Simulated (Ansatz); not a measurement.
TaTl:

```
Ta Tl
1.0
     3.62212    0.00000    0.00000
     0.00000    3.62212    0.00000
     0.00000    0.00000    3.62212
Ta Tl
1 1
Direct
  0.00000 0.00000 0.00000
  0.50000 0.50000 0.50000
```

The cell was built by a generator and needn't be a form met in nature.

Base run:

| Property | Result |
| --- | --- |
| Program | Ansatz 0.2.0 |
| Functional | PBEsol |
| Potentials or basis | Ansatz PAW |
| Cutoff | 420 eV (not typed: the program's choice for these potentials) |
| k mesh | 7 × 7 × 7 |
| Occupations | fermi-dirac, width 0.05 eV |
| Spin | no spin polarisation |

Its results: band gap on the k mesh none (metal or under the smearing width); pressure -17.8 GPa.

The run is repeated on the same cell with these changes: functional from PBEsol to PBE. What comes out?

Band gap on the k mesh none (metal or under the smearing width); pressure -13.5 GPa.

PBE binds less tightly than PBEsol, so the same cell stands under more pressure.

Caveats: spin-orbit coupling is left out, which moves the levels of the heavy elements; the PAW data sets come from PBE, with cores solved anew for the run's functional, which leaves a small shift of forces and pressure (some runs).
